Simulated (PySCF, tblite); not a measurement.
# C4H7NO2Si: geometry, infrared bands and NMR shifts

What infrared bands and NMR shifts should C4H7NO2Si (`O[SiH](O)n1cccc1`) show?

The runs use tblite 0.8.0 and PySCF 2.14.0, with density-fitted response routines of our own; the level of theory stands in each step. All values are computed, except where a source is named. Atoms are numbered from 0 throughout.

## 1. Starting geometry

15 atoms, charge 0, multiplicity 1; geometry from: force field or distance geometry start.

Bonds of the start (Å): O0–Si1 1.70, Si1–O2 1.73, Si1–N3 1.81, N3–C4 1.33, C4–C5 1.39, C5–C6 1.38, C6–C7 1.37, C7–N3 1.36, O0–H8 0.97, Si1–H9 1.45, O2–H10 1.00, C4–H11 1.09, C5–H12 1.08, C6–H13 1.10, C7–H14 1.08.

## 2. Geometry optimisation with GFN2-xTB

The job: settings as JSON, then the geometry in Å.

```
{"job": {"kind": "relax", "xc": "GFN2-xTB", "basis": "xTB"}, "charge": 0, "multiplicity": 1}
O     -2.462100     1.384600    -0.504000
Si    -1.782300    -0.170300    -0.392800
O     -2.451200    -1.033600     0.948900
N      0.011500    -0.038800    -0.167900
C      0.931700    -0.155800    -1.120300
C      2.197300     0.000300    -0.573900
C      2.022900     0.212200     0.779300
C      0.668100     0.178300     1.005400
H     -2.182200     1.996400     0.195600
H     -2.057000    -0.910300    -1.612700
H     -1.836500    -1.763100     1.234300
H      0.772800    -0.335800    -2.187400
H      3.126800    -0.040700    -1.128700
H      2.816200     0.369000     1.527100
H      0.219600     0.315500     1.975200
```

Launch:

```console
> OMP_NUM_THREADS=1 python probes_run.py task.json out
```

The driver reads the jobs from task.json and runs them one after another.

**Question.** This job is followed by: GFN2-xTB harmonic vibrations, gas phase; GIAO PBE0/pcSseg-1 NMR shielding, non-relativistic, gas phase. What will the session give for the following? strongest single infrared mode (GFN2-xTB); zero-point energy (GFN2-xTB); 13C shifts against TMS (PBE0/pcSseg-1, means over atoms taken as alike); 1H shifts against TMS (PBE0/pcSseg-1, means over atoms taken as alike); 17O shifts against H2O (PBE0/pcSseg-1, means over atoms taken as alike); 29Si shifts against TMS (PBE0/pcSseg-1); 15N shifts against NH3 (PBE0/pcSseg-1).

As calculated:

```
                                                               quantity                       value
                              strongest single infrared mode (GFN2-xTB)        794 cm⁻¹, 326 km/mol
                                           zero-point energy (GFN2-xTB)               67.0 kcal/mol
13C shifts against TMS (PBE0/pcSseg-1, means over atoms taken as alike)            123.0, 117.4 ppm
 1H shifts against TMS (PBE0/pcSseg-1, means over atoms taken as alike)  6.63, 6.61, 5.02, 2.42 ppm
17O shifts against H2O (PBE0/pcSseg-1, means over atoms taken as alike)                    46.3 ppm
                                29Si shifts against TMS (PBE0/pcSseg-1)                   -51.7 ppm
                                 15N shifts against NH3 (PBE0/pcSseg-1)                   194.3 ppm
```

Relaxing lowered the energy by 0.585 eV in 222 steps; the close pair that moved most is Si1–O2, from 1.730 to 1.623 Å. No mode is imaginary among the 39: a minimum at this level. The strongest single mode, at 794 cm⁻¹, is carried by H8, H10, O2, H9. Unscaled tight-binding wavenumbers are off by several per cent, some by more. Its intensities can rank the bands wrongly. NICS(1)zz of -30 ppm above the planar ring from N3 marks a diatropic (aromatic) ring current.
